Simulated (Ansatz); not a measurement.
**C₂H₂BFSe: up Jacob's ladder to CCSD(T)**

Aim: compute C₂H₂BFSe with functionals from several rungs and with coupled cluster. The yardstick is the atomisation energy at the CCSD(T) limit.

Computed with Ansatz 0.2.0, Gaussian basis. Level: functionals in def2-TZVPP, the program's frozen cores in correlated methods.

Plan: LDA (SPW92), PBE-D4, revPBE-D4, BLYP-D4, r2SCAN-D4, B97M-V, PBE0-D4, B3LYP-D4, r2SCANh-D4, r2SCAN0-D4, HSE06-D4, BHLYP-D4, CAM-B3LYP-D4, LC-ωPBE, ωB97X-V, ωB97M-V, B2PLYP, PBE-QIDH; CCSD(T)/def2-SVP; CCSD(T)/def2-TZVPP; MP2/def2-QZVPP; extrapolation to the limit; RPA on PBE.

### Step 1. Structure used throughout

All runs share one geometry, relaxed beforehand with PBE0-D4 in a triple-zeta def2 set.

SMILES `C#C[Se]BF`, 7 atoms, charge 0, spin multiplicity 1.

Atoms are counted from 1 here; the program's logs count them from 0.

Bond lengths: C1–C2 1.202 Å, C1–H6 1.065 Å, C2–Se3 1.826 Å, Se3–B4 1.942 Å, B4–F5 1.312 Å, B4–H7 1.194 Å. Angles: C2–C1–H6 179.4°, C1–C2–Se3 177.0°, C2–Se3–B4 100.0°, Se3–B4–F5 122.2°, Se3–B4–H7 116.6°, F5–B4–H7 121.1°.

### Step 2. LDA

This LDA is Slater exchange with PW92 correlation.

Contents of in.yaml:

```yaml
crystal:
  periodic: [false, false, false]
  atoms:
    - {symbol: C, position_ang: [-0.914479, 1.577907, 1.164222]}
    - {symbol: C, position_ang: [-0.228084, 0.603800, 1.004904]}
    - {symbol: Se, position_ang: [0.833411, -0.874410, 0.855523]}
    - {symbol: B, position_ang: [0.673988, -1.211640, -1.049990]}
    - {symbol: F, position_ang: [-0.054442, -0.455070, -1.835808]}
    - {symbol: H, position_ang: [-1.524620, 2.440714, 1.295024]}
    - {symbol: H, position_ang: [1.275526, -2.149399, -1.479575]}
basis:
  gaussian: {orbitals: def2-TZVPP}
hamiltonian: {xc: lda}
output: {orbitals: {seedname: orbitals}}
```

Launch:

```console
$ ansatz run in.yaml --threads 2 --pin off --events-out ev --progress --plain --max-ram 4352MiB
```

Further steps of the session: PBE-D4 (GGA); revPBE-D4 (GGA); BLYP-D4 (GGA); r2SCAN-D4 (meta-GGA); B97M-V (meta-GGA); B3LYP-D4 (hybrid); r2SCANh-D4 (hybrid); r2SCAN0-D4 (hybrid); HSE06-D4 (hybrid); BHLYP-D4 (hybrid); CAM-B3LYP-D4 (range-separated); LC-ωPBE (range-separated); ωB97X-V (range-separated); ωB97M-V (range-separated); B2PLYP (double hybrid); PBE-QIDH (double hybrid); CCSD(T) in def2-SVP; CCSD(T) in def2-TZVPP; MP2 in def2-QZVPP; RPA on PBE orbitals.

Q: Predict the results of all the runs planned. Wanted: atomisation energy, CCSD(T)/CBS; farthest beyond LDA; mean size of error, GGA; mean size of error, meta-GGA; mean size of error, hybrid; mean size of error, range-separated; mean size of error, double hybrid; gap, smallest and largest; T1 diagnostic.

The runs gave:

| quantity | value |
| --- | --- |
| atomisation energy, CCSD(T)/CBS | 29.980 eV |
| functionals within 0.300 eV (1.0 %) | revPBE-D4, BLYP-D4, B97M-V, B3LYP-D4, r2SCANh-D4, CAM-B3LYP-D4, LC-ωPBE, ωB97X-V, ωB97M-V, B2PLYP, PBE-QIDH |
| farthest beyond LDA | PBE-D4 (+1.261 eV) |
| mean size of error, GGA | 0.605 eV |
| mean size of error, meta-GGA | 0.232 eV |
| mean size of error, hybrid | 0.398 eV |
| mean size of error, range-separated | 0.058 eV |
| mean size of error, double hybrid | 0.082 eV |
| gap, smallest and largest | 4.05 eV (LDA (SPW92)), 10.91 eV (LC-ωPBE) |
| T1 diagnostic | 0.0130 |
| triples share of the correlation energy | 4.2 % |

In words: LDA overbinds by 5.179 eV (17 %). PBE-D4 misses by +1.261 eV. Double hybrids carry the basis error of their MP2 part in triple zeta, and no dispersion term here, so their miss is partly the set-up's. The rungs range-separated, double hybrid, meta-GGA miss on average by less than the doubt on the reference (0.300 eV), so they tie. Misses under about 0.300 eV are within the doubt on the reference itself, which lacks core-valence correlation, relativity and higher excitations, and its outer-core shells are covered unevenly. All levels share the lack of spin-orbit coupling, which lowers the free heavy atoms and so the true binding. Hartree-Fock recovers 72 % of the binding; the rest is correlation. CCSD(T) in def2-SVP is off by -1.476 eV, worse than the median functional, from the basis alone. The gap grows from 4.1 to 10.9 eV across the functionals, mostly with the share of exact exchange. Correlated methods include outer-core shells of Se, which these sets cover unevenly.
